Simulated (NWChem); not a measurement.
# A workflow on the pair SiH3···SiCl2−

Aim: the energy (singlet [Si2H3Cl2]−, B3LYP-D3(0)/STO-3G), then a single-point energy (singlet [SiH3]−, B3LYP-D3(0)/STO-3G), then a single-point energy (singlet SiCl2, B3LYP-D3(0)/STO-3G), then a single-point energy (singlet [SiH3]−, B3LYP-D3(0)/STO-3G), then the energy (singlet SiCl2, B3LYP-D3(0)/STO-3G) of Cl2H3Si2 and its partners. 

Program for the calculation: NWChem 7.3.0.

## Step 1: Starting point

The species is [Si2H3Cl2]− (7 atoms), meant as a singlet with charge -1. The two molecules were placed rigidly side by side, at 0.8 times their contact distance; the pair isn't optimised.

Bond lengths: Cl5–Si6 2.077 Å, Si6–Cl7 2.077 Å, Si1–H2 1.546 Å, Si1–H3 1.546 Å, Si1–H4 1.546 Å. Angles: Cl5–Si6–Cl7 101.3°, H2–Si1–H3 94.1°, H2–Si1–H4 94.1°, H3–Si1–H4 94.1°.

## Step 2: A single-point energy at B3LYP-D3(0)/STO-3G (run 1)

cl2h3si2.nw reads:

```
echo
start cl2h3si2
memory 2200 mb
charge -1
geometry noautosym nocenter noautoz
  Si     0.539700    -0.050720    -0.300900
  H      0.426600     0.622270     1.085900
  H     -0.298500    -1.283720     0.106800
  H     -0.667800     0.712180    -0.891800
  Cl    -3.974450    -2.500510    -3.720100
  Si    -2.409860    -2.174600    -2.393090
  Cl    -2.444910    -0.104460    -2.223660
end
basis spherical bse
  * library STO-3G
end
dft
  xc b3lyp
  disp vdw 3
  grid fine
  convergence energy 1e-08
  maxiter 100
  mulliken
  noprint "final vectors analysis"
end
task dft energy
```

Command:

```bash
$ nwchem cl2h3si2.nw > cl2h3si2.out
```

Standard output:

```text
[...]
          Wavefunction type:  closed shell.
          No. of atoms     :     7
          No. of electrons :    66
[...]
          Charge           :    -1
          Spin multiplicity:     1
[...]
          AO basis - number of functions:    39
[...]
              XC Information
              --------------
                         B3LYP Method XC Potential
                     Hartree-Fock (Exact) Exchange  0.200
                        Slater Exchange Functional  0.800 local
                    Becke 1988 Exchange Functional  0.720 non-local
              Lee-Yang-Parr Correlation Functional  0.810
                  VWN I RPA Correlation Functional  0.190 local
[...]
 d= 0,ls=0.0,diis     1  -1484.1954887611 -1.77D+03  1.04D-01  2.98D-01     1.5
[...]
 d= 0,ls=0.0,diis    45  -1484.3233958832 -3.84D-09  9.87D-07  3.82D-10    30.5
         Total DFT energy =    -1484.323395883194
      One electron energy =    -2638.295725798484
           Coulomb energy =      970.695762844994
    Exchange-Corr. energy =      -99.916748102790
 Nuclear repulsion energy =      283.198128283388
    Dispersion correction =       -0.004813110302
[...]
      Total Density - Mulliken Population Analysis
     ---------------------------------------------
    Atom       Charge   Shell Charges
 -----------   ------   -------------------------------------------------------
    1 Si  14    13.92   2.00  1.99  5.88  1.59  2.46
    2 H    1     1.26   1.26
    3 H    1     1.26   1.26
    4 H    1     1.21   1.21
    5 Cl  17    17.44   2.00  2.00  5.99  1.99  5.47
    6 Si  14    13.53   2.00  2.00  5.86  1.88  1.80
    7 Cl  17    17.38   2.00  2.00  5.99  1.99  5.40
[...]
```

It took 32 s on 1 thread of AMD EPYC 7R43 (Zen 3), shared host; peak memory 0.12 GiB.

## Step 3: [SiH3]−: a single-point energy at B3LYP-D3(0)/STO-3G (run 2)

h3si.nw reads:

```
start h3si
memory stack 880 mb heap 220 mb global 1100 mb
charge -1

geometry units bohr noautosym nocenter noautoz
 Si     1.01988519    -0.09584691    -0.56861859
 H      0.80615716     1.17591988     2.05205360
 H     -0.56408325    -2.42587922     0.20182275
 H     -1.26195911     1.34582515    -1.68525776
end

basis spherical bse
 Si library STO-3G
 H library STO-3G
end

dft
 xc b3lyp
 disp vdw 3
 grid fine
 convergence energy 1e-08
 maxiter 100
 mulliken
 print low
end

task dft energy
```

Command:

```bash
$ nwchem h3si.nw > h3si.out
```

Standard output:

```text
[...]
 d= 0,ls=0.0,diis     1   -287.6372394794 -3.03D+02  1.23D-01  5.98D-01     0.3
[...]
 d= 0,ls=0.0,diis     6   -287.7287254311 -4.01D-10  2.69D-07  1.95D-12     0.7
         Total DFT energy =     -287.728725431113
      One electron energy =     -436.902129674419
           Coulomb energy =      156.622029471439
    Exchange-Corr. energy =      -22.529206083276
 Nuclear repulsion energy =       15.080998009758
    Dispersion correction =       -0.000417154615
[...]
      Total Density - Mulliken Population Analysis
     ---------------------------------------------
    Atom       Charge   Shell Charges
 -----------   ------   -------------------------------------------------------
    1 Si  14    14.07   2.00  1.99  5.88  1.68  2.52
    2 H    1     1.31   1.31
    3 H    1     1.31   1.31
    4 H    1     1.31   1.31
[...]
```

It took 1.6 s on 1 thread of AMD EPYC 7R43 (Zen 3), shared host; peak memory 0.11 GiB.

## Step 4: SiCl2: a single-point energy at B3LYP-D3(0)/STO-3G (run 3)

test.nw reads:

```
start test
title "Cl2Si"
memory total 2200 mb
geometry units au noautosym nocenter noautoz
Cl -7.51062200 -4.72527907 -7.02997016
Si -4.55397540 -4.10939843 -4.52228469
Cl -4.62021030 -0.19740079 -4.20210839
end
basis spherical bse
Cl library STO-3G
Si library STO-3G
end
dft
xc b3lyp
mult 1
disp vdw 3
grid fine
convergence energy 1e-08
maxiter 100
mulliken
noprint "final vectors analysis"
end
task dft energy
```

Command:

```bash
$ nwchem test.nw > test.out
```

Standard output:

```text
[...]
          Wavefunction type:  closed shell.
          No. of atoms     :     3
          No. of electrons :    48
[...]
          Charge           :     0
          Spin multiplicity:     1
[...]
          AO basis - number of functions:    27
[...]
              XC Information
              --------------
                         B3LYP Method XC Potential
                     Hartree-Fock (Exact) Exchange  0.200
                        Slater Exchange Functional  0.800 local
                    Becke 1988 Exchange Functional  0.720 non-local
              Lee-Yang-Parr Correlation Functional  0.810
                  VWN I RPA Correlation Functional  0.190 local
[...]
 d= 0,ls=0.0,diis     1  -1196.4671596722 -1.37D+03  8.62D-02  3.00D-01     0.6
[...]
 d= 0,ls=0.0,diis     6  -1196.5709537172 -5.74D-09  2.61D-06  5.02D-10     2.0
         Total DFT energy =    -1196.570953717223
      One electron energy =    -1995.083242161320
           Coulomb energy =      707.022282508003
    Exchange-Corr. energy =      -77.371445735538
 Nuclear repulsion energy =      168.862308459814
    Dispersion correction =       -0.000856788182
[...]
      Total Density - Mulliken Population Analysis
     ---------------------------------------------
    Atom       Charge   Shell Charges
 -----------   ------   -------------------------------------------------------
    1 Cl  17    17.33   2.00  2.00  5.99  1.99  5.35
    2 Si  14    13.35   2.00  2.00  5.86  1.88  1.61
    3 Cl  17    17.33   2.00  2.00  5.99  1.99  5.35
[...]
```

It took 2.9 s on 1 thread of AMD EPYC 7R43 (Zen 3), shared host; peak memory 0.11 GiB.

## Step 5: [SiH3]− among ghost functions: the energy at B3LYP-D3(0)/STO-3G (with ghost functions) (run 4)

h3si.nw reads:

```
start h3si
memory total 2200 mb
charge -1

geometry units au noautosym nocenter noautoz
  Si     1.01988519    -0.09584691    -0.56861859
  H      0.80615716     1.17591988     2.05205360
  H     -0.56408325    -2.42587922     0.20182275
  H     -1.26195911     1.34582515    -1.68525776
  bqCl    -7.510622    -4.725279    -7.029970
  bqSi    -4.553975    -4.109398    -4.522285
  bqCl    -4.620210    -0.197401    -4.202108
end

basis spherical bse
  Si library STO-3G
  H library STO-3G
  bqCl library Cl STO-3G
  bqSi library Si STO-3G
end

dft
  xc b3lyp
  disp vdw 3
  grid fine
  convergence energy 1e-08
  iterations 100
  mulliken
  print low
end

task dft
```

Command:

```bash
$ nwchem h3si.nw > h3si.out
```

Standard output:

```text
[...]
 d= 0,ls=0.0,diis     1   -286.6523738096 -3.02D+02  9.49D-02  1.83D+00     1.4
[...]
 d= 0,ls=0.0,diis    11   -287.7335820668 -3.25D-10  3.85D-07  5.35D-11     7.9
         Total DFT energy =     -287.733582066810
      One electron energy =     -436.700675779350
           Coulomb energy =      156.394014183522
    Exchange-Corr. energy =      -22.507501326125
 Nuclear repulsion energy =       15.080998009758
    Dispersion correction =       -0.000417154615
[...]
      Total Density - Mulliken Population Analysis
     ---------------------------------------------
    Atom       Charge   Shell Charges
 -----------   ------   -------------------------------------------------------
    1 Si  14    14.05   2.00  1.99  5.88  1.68  2.50
    2 H    1     1.31   1.31
    3 H    1     1.30   1.30
    4 H    1     1.30   1.30
    5 X    0     0.00   0.00  0.00 -0.00  0.00  0.00
    6 X    0     0.02   0.00  0.00 -0.00  0.02  0.00
    7 X    0     0.03   0.00  0.00 -0.00  0.02  0.00
[...]
```

Run time: 9 s. Hardware: 1 thread of AMD EPYC 7R43 (Zen 3), shared host; peak memory 0.12 GiB.

## Step 6: SiCl2 among ghost functions: the energy at B3LYP-D3(0)/STO-3G (with ghost functions) (run 5)

a.nw reads:

```
echo
start a
title "Cl2Si B3LYP"
memory 2200 mb
charge 0

geometry noautosym nocenter noautoz
 Cl   -3.974450   -2.500510   -3.720100
 Si   -2.409860   -2.174600   -2.393090
 Cl   -2.444910   -0.104460   -2.223660
 bqSi     0.539700    -0.050720    -0.300900
 bqH      0.426600     0.622270     1.085900
 bqH     -0.298500    -1.283720     0.106800
 bqH     -0.667800     0.712180    -0.891800
end

basis spherical bse
 Cl library STO-3G
 Si library STO-3G
 bqSi library Si STO-3G
 bqH library H STO-3G
end

dft
 xc b3lyp
 disp vdw 3
 grid fine
 convergence energy 1e-08
 maxiter 100
 mulliken
 print low
end

task dft energy
```

Command:

```bash
$ nwchem a.nw > a.out
```

Standard output:

```text
[...]
 d= 0,ls=0.0,diis     1  -1196.4701944194 -1.37D+03  5.95D-02  3.00D-01     1.4
[...]
 d= 0,ls=0.0,diis     7  -1196.5737105243 -1.69D-09  1.90D-07  8.03D-12     5.8
         Total DFT energy =    -1196.573710524327
      One electron energy =    -1994.971623091522
           Coulomb energy =      706.900694110051
    Exchange-Corr. energy =      -77.364245497945
 Nuclear repulsion energy =      168.862320742975
    Dispersion correction =       -0.000856787886
[...]
      Total Density - Mulliken Population Analysis
     ---------------------------------------------
    Atom       Charge   Shell Charges
 -----------   ------   -------------------------------------------------------
    1 Cl  17    17.33   2.00  2.00  5.99  1.99  5.35
    2 Si  14    13.34   2.00  2.00  5.86  1.88  1.61
    3 Cl  17    17.32   2.00  2.00  5.99  1.99  5.34
    4 X    0     0.00   0.00  0.00 -0.00  0.00  0.00
    5 X    0     0.00   0.00
    6 X    0     0.00   0.00
    7 X    0     0.01   0.01
[...]
```

It took 6.9 s on 1 thread of AMD EPYC 7R43 (Zen 3), shared host; peak memory 0.12 GiB.

## Step 7: Results

| quantity | value |
| --- | --- |
| run 1, B3LYP-D3(0)/STO-3G: total energy | -1484.32340 Eh |
| run 1, B3LYP-D3(0)/STO-3G: dispersion energy | -12.64 kJ/mol |
| [SiH3]−: total energy | -287.72873 Eh |
| [SiH3]−: dispersion energy | -1.10 kJ/mol |
| SiCl2: total energy | -1196.57095 Eh |
| SiCl2: dipole moment | 2.54 D |
| SiCl2: dispersion energy | -2.25 kJ/mol |
| [SiH3]− among ghost functions: total energy | -287.73358 Eh |
| [SiH3]− among ghost functions: dispersion energy | -1.10 kJ/mol |
| SiCl2 among ghost functions: total energy | -1196.57371 Eh |
| SiCl2 among ghost functions: dispersion energy | -2.25 kJ/mol |
| interaction energy of the rigid parts [SiH3]− and SiCl2 (parts in their own basis; closest atoms 2.37 Å apart) | -0.645 eV |
| interaction energy of the rigid parts [SiH3]− and SiCl2 (parts in the whole basis, counterpoise; closest atoms 2.37 Å apart) | -0.438 eV |

**Reading.** The interaction energy of the rigid parts [SiH3]− and SiCl2 (parts in their own basis; closest atoms 2.37 Å apart) is −0.65 eV (−62.3 kJ/mol): the parts attract. Without counterpoise this holds the superposition error of the basis. The interaction energy of the rigid parts [SiH3]− and SiCl2 (parts in the whole basis, counterpoise; closest atoms 2.37 Å apart) is −0.44 eV (−10.1 kcal/mol): the parts attract. The basis-set superposition error is 20.0 kJ/mol. Mulliken charges (SiCl2) run from -0.33 on Cl1 to +0.65 on Si2.
